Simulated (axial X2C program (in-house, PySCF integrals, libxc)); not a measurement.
# TiCO⁺: bond lengths and stretches, held linear

Aim: the two bond lengths and stretching wavenumbers of linear TiCO⁺, with and without spin–orbit coupling, at PBE0, PBE.

The runs use an in-house X2C program for linear molecules on PySCF integrals; all-electron X2C, two-component (2c) or spin-free, Ti dyall-v3z, C dyall-v3z, O dyall-av3z.

All values are calculated.

2 further runs of the same task are left out: 2 set aside as unsound or not needed.

### Step 1. Input

task.json

```json
{
 "zs": [
  22,
  6,
  8
 ],
 "q": 1,
 "bas": [
  "dyall-v3z",
  "dyall-v3z",
  "dyall-av3z"
 ],
 "r0": [
  2.06,
  1.13
 ],
 "symm": 0,
 "scan": [
  "PBE0",
  "HF",
  "PBE"
 ],
 "levels": [
  "PBE0",
  "HF",
  "LDA"
 ],
 "nst": 2
}
```

Keys: zs atomic numbers; q charge; bas basis sets; r0 starting distance in Å; symm equal bonds; scan levels of the two-bond scan; levels methods; nst determinants followed.

On the command line:

```console
python solin.py task.json out
```

Masses Ti 47.948, C 12.000, O 15.995 u.

### Step 2. Scan at PBE0, 2c

State: Ω = 1/2 (beyond evenly filled blocks: ω = 1/2). Energies above the lowest point, from the job's result record:

```csv
r(Ti–C) (Å),r(C–O) (Å),E (meV)
2.0358,1.1008,67.09
2.0358,1.1290,12.82
2.0358,1.1572,54.84
2.0880,1.1008,47.99
2.0880,1.1290,0.00
2.0880,1.1572,48.20
2.0880,1.1855,175.71
2.1402,1.1008,53.91
2.1402,1.1290,11.56
2.1402,1.1572,65.31
2.1924,1.1290,41.59
2.1924,1.1855,238.25
```

A quadratic surface with cubic terms in each bond gives the minimum at 2.088 and 1.128 Å, force constants 1.42, 19.4 and coupling 0.60 mdyn/Å.

### Step 3. Scan at PBE0, spin-free

State: M_S = 3/2, Λ = 2 (beyond evenly filled blocks: π+α, π-α, δ+α). Energies above the lowest point, from the job's result record:

```csv
r(Ti–C) (Å),r(C–O) (Å),E (meV)
2.0358,1.1008,66.92
2.0358,1.1290,12.69
2.0358,1.1572,54.74
2.0880,1.1008,47.95
2.0880,1.1290,0.00
2.0880,1.1572,48.24
2.0880,1.1855,175.79
2.1402,1.1008,54.00
2.1402,1.1290,11.70
2.1402,1.1572,65.50
2.1924,1.1290,41.88
2.1924,1.1855,238.64
```

A quadratic surface with cubic terms in each bond gives the minimum at 2.087 and 1.128 Å, force constants 1.42, 19.4 and coupling 0.60 mdyn/Å.

### Step 4. Scan at PBE, spin-free

State: M_S = 3/2, Λ = 2 (beyond evenly filled blocks: π+α, π-α, δ+α). Energies above the lowest point, from the job's result record:

```csv
r(Ti–C) (Å),r(C–O) (Å),E (meV)
2.0358,1.1008,129.28
2.0358,1.1290,16.59
2.0358,1.1572,0.00
2.0880,1.1008,125.20
2.0880,1.1290,18.42
2.0880,1.1572,7.57
2.0880,1.1855,75.77
2.1402,1.1008,145.99
2.1402,1.1290,44.58
2.1402,1.1572,38.93
2.1924,1.1290,89.25
2.1924,1.1855,166.15
```

A quadratic surface with cubic terms in each bond gives the minimum at 2.051 and 1.148 Å, force constants 1.66, 17 and coupling 0.57 mdyn/Å.

### Step 5. Comparison

| level | r(Ti–C) (Å) | r(C–O) (Å) | lower stretch (cm⁻¹) | upper stretch (cm⁻¹) |
| --- | --- | --- | --- | --- |
| PBE0, 2c | 2.088 | 1.128 | 369.2 | 2180.3 |
| PBE0, spin-free | 2.087 | 1.128 | 369.6 | 2180.3 |
| PBE, spin-free | 2.051 | 1.148 | 397.7 | 2045.8 |

**Reading.** Over the levels the Ti–C bond spans 2.051 to 2.088 Å and the C–O bond 1.128 to 1.148 Å. At PBE0 spin–orbit coupling leaves both bonds unchanged to 0.001 Å. Each state is one determinant, the lowest of a limited PBE0 search; the stretches come from a fit to few points and are good to some per cent at best. The molecule was held linear; bending was not examined, so a bent shape may lie lower. Note: functional without a current term on a determinant with orbital currents, of the molecule or an atom. Note: several unpaired electrons, one determinant need not be a pure state.
